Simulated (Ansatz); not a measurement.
Here is an Ansatz 0.2.0 calculation.

input.yaml

```yaml
crystal:
  lattice:
    - [2.2959861536, 0.0, 0.0]
    - [0.0, 3.61277298, 0.0]
    - [-0.4017425219, 0.0, 5.5135259934]
  atoms:
    - { symbol: Be, position: [0.24358192, 0.75, 0.42382836] }
    - { symbol: Be, position: [0.75641808, 0.25, 0.57617164] }
    - { symbol: Li, position: [0.26315244, 0.75, 0.84514226] }
    - { symbol: Li, position: [0.73684756, 0.25, 0.15485774] }
hamiltonian:
  xc: pbe
  pseudopotentials: { kind: nc, accuracy: standard }
kpoints:
  mp_grid: { grid: [11, 7, 5] }
scf:
  occupations: { method: fermi_dirac, width: 0.05 }
output:
  forces: true
  stress: true
  eigenvalues: true
```

Potentials or basis: PseudoDojo standard (PBE files).

The run is started by

```bash
$ ansatz run input.yaml --threads 2 --pin off --max-ram 5632MiB --backend cpu --events-out ev --progress --plain --runs-dir out
```

Q: Estimate the largest force.

A: 0.034 eV/Å.

Q: What does it give for the pressure?

A: 0.0 GPa.

Q: What does it give for the band gap on the k mesh?

A: None (metal or under the smearing width).

Forces in eV/Å, atoms in the order of the input:
```
Be   0.000  0.000 -0.034
Be   0.000  0.000  0.034
Li  -0.003  0.000  0.003
Li   0.003  0.000 -0.003
```
